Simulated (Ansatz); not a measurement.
# SnO2: the cost of one run

Program: Ansatz 0.2.0. Level of theory: DFT r2SCAN, scalar-relativistic, plane waves, PAW. These are calculated values, not measurements.

1 further run of the same task is left out (set aside as unsound or not needed). Runs told in other sessions of the task aren't counted.

### 1 Starting point

Symmetry: I4_1/amd, No. 141, tetragonal system. Conventional cell: a = 3.999 Å, b = 3.999 Å, c = 10.204 Å, α = 90.00°, β = 90.00°, γ = 90.00°. Sn (site symmetry -4m2) is surrounded by 6 O at 2.05 to 2.08 Å. Around O (site symmetry 2mm) lie 3 Sn at 2.05 to 2.08 Å.

Coordinates:

```cif
data_structure
_symmetry_space_group_name_H-M 'I4_1/amd:1'
_symmetry_Int_Tables_number 141
_cell_length_a 3.9991
_cell_length_b 3.9991
_cell_length_c 10.2042
_cell_angle_alpha 90.000
_cell_angle_beta 90.000
_cell_angle_gamma 90.000
_cell_volume 163.19
loop_
_atom_site_label
_atom_site_type_symbol
_atom_site_symmetry_multiplicity
_atom_site_Wyckoff_symbol
_atom_site_fract_x
_atom_site_fract_y
_atom_site_fract_z
_atom_site_occupancy
Sn1 Sn 4 a 0.00000 0.50000 0.25000 1
O1 O 8 e 0.50000 0.50000 0.29637 1
```

It goes back to an entry of the Materials Project, which need not be the stable form.

It is the result of an earlier relaxation at this level (volume 13.60 Å³/atom; gap on the mesh: 2.33 eV).

### 2 Zero of energy

The reference gives a free energy of -14351.9134 eV, pressure 0.01 GPa, largest force 0.000 eV/Å and gap on the mesh 2.33 eV. It was computed beforehand with the settings of the runs below.

### 3 The scan: a strain scan

The cell is strained by ε times the Voigt pattern (0, 0, 1, 0, 0, 0) (xx, yy, zz, yz, xz, xy; engineering shear), with fractional coordinates fixed (clamped ions). The stress on the pattern is the sum of the stress components weighted by it, tension positive.

### 4 ε = -0.0200

Contents of input.yaml:

```yaml
crystal:
  lattice:
    - [-1.9995434671, 1.9995434671, 5.0000434513]
    - [1.9995434671, -1.9995434671, 5.0000434513]
    - [1.9995434671, 1.9995434671, -5.0000434513]
  atoms:
    - { symbol: Sn, position: [0.75, 0.25, 0.5] }
    - { symbol: Sn, position: [0.0, 0.0, 0.0] }
    - { symbol: O, position: [0.796366328, 0.796366328, 0.0] }
    - { symbol: O, position: [0.953633672, 0.453633672, 0.5] }
    - { symbol: O, position: [0.203633672, 0.203633672, 0.0] }
    - { symbol: O, position: [0.546366328, 0.046366328, 0.5] }
basis:
  ecutwfc: 500
kpoints:
  mp_grid: { grid: [10, 10, 10] }
hamiltonian:
  xc: r2scan
scf:
  occupations: { method: gaussian, width: 0.05 }
output:
  forces: true
  stress: true
  eigenvalues: true
```

Command:

```sh
ansatz run input.yaml --threads 1 --pin off --max-ram 2560MiB --backend cpu --events-out ev --progress --plain --runs-dir out
```

**Question.** How long does this run take on 1 thread of Intel Xeon at 2.70GHz, shared host, and how much memory does it need?

About 25 s, with a peak of 0.7 GiB.
